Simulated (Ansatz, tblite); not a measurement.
# The cluster B5N4+: one state, many levels

The task here is to estimate one member of a computed series from the others.

Program: Ansatz 0.2.0, Gaussian basis. Level of theory: as each input shows. These are calculated values, not measurements.

The runs, in order: GFN1-xTB, GFN2-xTB, PBE-D4/def2-TZVP, r2SCAN-D4/def2-TZVP, BHLYP-D4/def2-TZVP, ωB97M-V/def2-TZVP, ωB97X-V/def2-TZVP, PBE-D4/def2-SVP, PBE0-D4/def2-SVP, CCSD(T)/def2-SVP, MP2/def2-TZVP.

2 further runs of the same task are left out: 2 set aside as unsound or not needed. Runs told in other sessions of the task aren't counted.

## The structure

The singlet was relaxed beforehand with r2SCAN-D4/def2-SVP. At that level it is the lowest of the isomers that a small search found.

9 atoms, charge 1, spin multiplicity 1.

Bond lengths: B1–N6 1.365 Å, B1–N8 1.311 Å, B2–N7 1.337 Å, B2–N8 1.337 Å, B3–B4 1.650 Å, B3–N9 1.281 Å, B4–N6 1.281 Å, B5–N7 1.311 Å, B5–N9 1.365 Å. Angles: N6–B1–N8 166.8°, N7–B2–N8 168.5°, B4–B3–N9 144.8°, B3–B4–N6 144.8°, N7–B5–N9 166.8°, B1–N6–B4 119.9°, B2–N7–B5 114.3°, B1–N8–B2 114.3°, B3–N9–B5 119.9°.

The ion is computed in the gas phase, without counter-ions or solvent.

PBE0-D4/def2-TZVP was run before; its log isn't repeated, and its numbers join the tables.

The first run:

Tight binding, by tblite at 300 K electronic temperature and without a spin-polarisation term:

```python
tblite.interface.Calculator('GFN1-xTB', numbers, positions, charge=1, uhf=0).singlepoint()
```

Tight binding, by tblite at 300 K electronic temperature and without a spin-polarisation term:

```python
tblite.interface.Calculator('GFN2-xTB', numbers, positions, charge=1, uhf=0).singlepoint()
```

start.molden holds the orbitals of an earlier run on this state, given as this run's starting guess.

Input file in.yaml:

```yaml
crystal:
  periodic: [false, false, false]
  atoms:
    - {symbol: B, position_ang: [-0.548844, 1.691024, -0.061302]}
    - {symbol: B, position_ang: [-1.702644, -0.209764, -0.036424]}
    - {symbol: B, position_ang: [1.845479, -0.603475, 0.062865]}
    - {symbol: B, position_ang: [1.644941, 1.033478, 0.011737]}
    - {symbol: B, position_ang: [-0.124367, -1.773966, 0.046930]}
    - {symbol: N, position_ang: [0.784903, 1.982110, -0.036373]}
    - {symbol: N, position_ang: [-1.408093, -1.512899, 0.007703]}
    - {symbol: N, position_ang: [-1.731357, 1.126112, -0.074783]}
    - {symbol: N, position_ang: [1.239982, -1.732620, 0.079646]}
basis:
  gaussian: {orbitals: def2-TZVP, initial_orbitals: start.molden}
total_charge: 1
hamiltonian: {xc: pbe, dispersion: d4}
scf: {omitted_lower_state_checks: [starts]}
output: {forces: true, orbitals: {seedname: orbitals}}
```

Started as:

```console
$ ansatz run in.yaml --threads 4 --pin off --events-out ev --progress --plain --max-ram 4787MiB
```

Among the steps run: PBE-D4/def2-TZVP; r2SCAN-D4/def2-TZVP; BHLYP-D4/def2-TZVP; ωB97M-V/def2-TZVP; ωB97X-V/def2-TZVP; PBE-D4/def2-SVP; PBE0-D4/def2-SVP; CCSD(T)/def2-SVP; MP2/def2-TZVP.

One of the session's tables, all rows but one given; the rest of the session is left out.

It belongs to the step «Levels side by side». 

| level | HOMO (eV) | LUMO (eV) | gap (eV) |
| --- | --- | --- | --- |
| PBE-D4/def2-SVP | -12.31 | -9.08 | 3.23 |
| PBE-D4/def2-TZVP | -12.26 | -9.05 | 3.21 |
| r2SCAN-D4/def2-TZVP | -12.45 | -8.89 | 3.55 |
| PBE0-D4/def2-SVP | -13.51 | -8.24 | 5.27 |
| PBE0-D4/def2-TZVP | -13.43 | -8.19 | 5.24 |
| BHLYP-D4/def2-TZVP | -14.46 | -7.18 | 7.28 |
| ωB97X-V/def2-TZVP | ? | ? | ? |
| ωB97M-V/def2-TZVP | -15.57 | -6.10 | 9.47 |

Estimate the missing values for ωB97X-V/def2-TZVP.

**Answer.** HOMO (eV): -15.67; LUMO (eV): -6.00; gap (eV): 9.67. In the column «HOMO (eV)» it is the lowest.
